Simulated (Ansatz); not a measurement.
# CH₃GaO: one species, many methods

An exercise on one series of results from a longer session: the logs are not shown, and one member is left open.

Computed with Ansatz 0.2.0, Gaussian basis. Level: functionals in def2-TZVPP, the program's frozen cores in correlated methods.

Levels to be run: LDA (SPW92), PBE-D4, revPBE-D4, BLYP-D4, r2SCAN-D4, B97M-V, PBE0-D4, B3LYP-D4, r2SCANh-D4, r2SCAN0-D4, HSE06-D4, BHLYP-D4, CAM-B3LYP-D4, LC-ωPBE, ωB97X-V, ωB97M-V, B2PLYP, PBE-QIDH; CCSD(T)/def2-SVP; CCSD(T)/def2-TZVPP; MP2/def2-QZVPP; extrapolation to the limit; RPA on PBE.

## The geometry

The geometry comes from an earlier relaxation with PBE0-D4 in a triple-zeta def2 set; it is a stationary point.

6 atoms, charge 0, spin multiplicity 1.

Atoms are counted from 1 here; the program's logs count them from 0.

Bond lengths: C1–O2 1.388 Å, C1–H4 1.097 Å, C1–H5 1.097 Å, C1–H6 1.097 Å, O2–Ga3 1.782 Å. Angles: O2–C1–H4 111.0°, O2–C1–H5 111.0°, O2–C1–H6 111.0°, H4–C1–H5 107.9°, H4–C1–H6 107.9°, H5–C1–H6 107.9°, C1–O2–Ga3 179.5°.

Coordinates:

```mol
CH3GaO
  3D, bonds by distance, orders not assigned

  6  5  0  0  0  0  0  0  0  0999 V2000
    0.2008    0.1258   -0.5180 C   0  0
   -0.2735   -0.2063    0.7433 O   0  0
   -0.8915   -0.6441    2.3558 Ga  0  0
   -0.6163    0.4522   -1.1727 H   0  0
    0.6903   -0.7328   -0.9934 H   0  0
    0.9322    0.9410   -0.4611 H   0  0
  1  2  8  0
  1  4  8  0
  1  5  8  0
  1  6  8  0
  2  3  8  0
M  END
```

Set-up of the first run:

The input, in.yaml:

```yaml
crystal:
  periodic: [false, false, false]
  atoms:
    - {symbol: C, position_ang: [0.200776, 0.125826, -0.517997]}
    - {symbol: O, position_ang: [-0.273503, -0.206299, 0.743256]}
    - {symbol: Ga, position_ang: [-0.891484, -0.644060, 2.355802]}
    - {symbol: H, position_ang: [-0.616350, 0.452173, -1.172726]}
    - {symbol: H, position_ang: [0.690321, -0.732776, -0.993409]}
    - {symbol: H, position_ang: [0.932240, 0.941037, -0.461125]}
basis:
  gaussian: {orbitals: def2-TZVPP}
hamiltonian: {xc: lda}
output: {orbitals: {seedname: orbitals}}
```

The run is started by

```bash
$ ansatz run in.yaml --threads 2 --pin off --events-out ev --progress --plain --max-ram 4352MiB
```

Steps of the session up to this table: LDA; PBE-D4 (GGA); revPBE-D4 (GGA); BLYP-D4 (GGA); r2SCAN-D4 (meta-GGA); B97M-V (meta-GGA); PBE0-D4 (hybrid); B3LYP-D4 (hybrid); r2SCANh-D4 (hybrid); r2SCAN0-D4 (hybrid); HSE06-D4 (hybrid); BHLYP-D4 (hybrid); CAM-B3LYP-D4 (range-separated); LC-ωPBE (range-separated); ωB97X-V (range-separated); ωB97M-V (range-separated); B2PLYP (double hybrid); PBE-QIDH (double hybrid).

One table of the session follows, with a row left open; its other results are not shown here.

It belongs to the step «Frontier levels by functional». 

```
  functional  HOMO (eV)  gap (eV)
 LDA (SPW92)      -6.42      4.73
      PBE-D4      -6.26      4.74
   revPBE-D4      -6.20      4.75
     BLYP-D4      -6.15      4.69
   r2SCAN-D4      -6.57      5.22
      B97M-V      -6.48      5.03
     PBE0-D4      -7.36      6.54
    B3LYP-D4      -7.25      6.21
  r2SCANh-D4      -7.01      5.92
  r2SCAN0-D4      -7.55      6.82
    HSE06-D4      -6.95      5.77
    BHLYP-D4      -8.24      8.11
CAM-B3LYP-D4      -8.69      8.78
     LC-ωPBE          ?         ?
     ωB97X-V      -9.56     10.61
     ωB97M-V      -9.55     10.43
```

**Question.** Estimate the row for LC-ωPBE.

**Answer.** HOMO (eV): -9.87; gap (eV): 11.02. In the column «HOMO (eV)» it is the lowest.
